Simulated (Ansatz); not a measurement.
# TaRu: the cost of one run

Program: Ansatz 0.2.0. Level of theory: DFT r2SCAN, scalar-relativistic, plane waves, PAW. These are calculated values, not measurements.

## (1) The system as given

The structure is tetragonal, space group P4/mmm (No. 123). The conventional cell has a = 3.053 Å, b = 3.053 Å, c = 3.389 Å, α = 90.00°, β = 90.00°, γ = 90.00°. Around Ta (site symmetry 4/mmm) lie 8 Ru at 2.74 Å and 4 Ta at 3.05 Å. Around Ru (site symmetry 4/mmm) lie 8 Ta at 2.74 Å and 4 Ru at 3.05 Å.

Coordinates:

```cif
data_structure
_symmetry_space_group_name_H-M 'P 1'
_symmetry_Int_Tables_number 1
_cell_length_a 3.0530
_cell_length_b 3.0530
_cell_length_c 3.3890
_cell_angle_alpha 90.000
_cell_angle_beta 90.000
_cell_angle_gamma 90.000
_cell_volume 31.59
loop_
_atom_site_label
_atom_site_type_symbol
_atom_site_fract_x
_atom_site_fract_y
_atom_site_fract_z
_atom_site_occupancy
Ta1 Ta 0.50000 0.50000 0.50000 1
Ru1 Ru 0.00000 0.00000 0.00000 1
```

No relaxation comes first: the listed cell is the starting point.

## (2) The undisturbed cell

input.yaml reads:

```yaml
crystal:
  lattice:
    - [3.053, 0.0, 0.0]
    - [0.0, 3.053, 0.0]
    - [0.0, 0.0, 3.389]
  atoms:
    - { symbol: Ta, position: [0.5, 0.5, 0.5] }
    - { symbol: Ru, position: [0.0, 0.0, 0.0] }
basis:
  ecutwfc: 500
kpoints:
  mp_grid: { grid: [16, 16, 14] }
hamiltonian:
  xc: r2scan
scf:
  occupations: { method: gaussian, width: 0.15 }
output:
  forces: true
  stress: true
  eigenvalues: true
```

Launch:

```console
$ ansatz run input.yaml --threads 1 --pin off --max-ram 2560MiB --backend cpu --events-out ev --progress --plain --runs-dir out
```

What time and memory should one allow on 1 thread of Intel Xeon at 2.50GHz (Skylake/Cascade Lake), shared host?

About 50 s, with a peak of 0.58 GiB.
